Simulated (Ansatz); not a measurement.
## AlFH₃NO, SMILES [NH2][Al]([OH])[F]: a rigid scan of one bond angle, step by step

Program: Ansatz 0.2.0 through its Python package.

Interactive session:
```pycon
>>> import ansatz as az
>>> from ase import Atoms
>>> BASIS = "def2-SVP"
>>> XC = "r2scan"
>>> FMAX = 0.02
>>> atoms = Atoms(["N", "Al", "O", "F", "H", "H", "H"], positions=[
...     (-0.3503, 1.1887, -0.573),
...     (-0.0616, -0.4068, 0.3377),
...     (1.5738, -0.7326, 1.0218),
...     (-1.2949, -1.6142, 0.5164),
...     (-0.7302, 0.9704, -1.5585),
...     (-1.1982, 1.7112, -0.0974),
...     (2.1226, -1.1848, 0.3073),
... ])
>>> # start the scan from a relaxed geometry
>>> first = (
...     az.Crystal.molecule_from_ase(atoms).calculation()
...     .basis(gaussian=BASIS)
...     .functional(XC)
...     .relax(force_tolerance=FMAX, max_steps=80)
... )
>>> atoms.positions = first.run().report["positions_ang"]
>>> rows = []
>>> for angle in [85, 95, 105, 115, 125, 140, 160]:
...     bent = atoms.copy()
...     bent.set_angle(1, 2, 6, angle, indices=[6])
...     calc = (
...         az.Crystal.molecule_from_ase(bent).calculation()
...         .basis(gaussian=BASIS)
...         .functional(XC)
...     )
...     rows.append((angle, calc.run().report["free_energy_ev"]))
...
>>> floor = min(e for _, e in rows)
>>> for angle, e in rows:
...     print(f"angle Al1-O2-H6 = {angle:3d} deg   {1000 * (e - floor):9.1f} meV")
...
angle Al1-O2-H6 =  85 deg       475.5 meV
angle Al1-O2-H6 =  95 deg       241.4 meV
angle Al1-O2-H6 = 105 deg       101.6 meV
angle Al1-O2-H6 = 115 deg        27.8 meV
angle Al1-O2-H6 = 125 deg         0.0 meV
angle Al1-O2-H6 = 140 deg        10.1 meV
angle Al1-O2-H6 = 160 deg        55.2 meV
```

The scan is rigid, and the energies are electronic, in a modest basis. The zero is the lowest point of the grid, which needn't be the minimum. It ran for 80 s on 1 thread of Arm Neoverse V2, with other jobs on the host, peak memory 0.24 GiB.
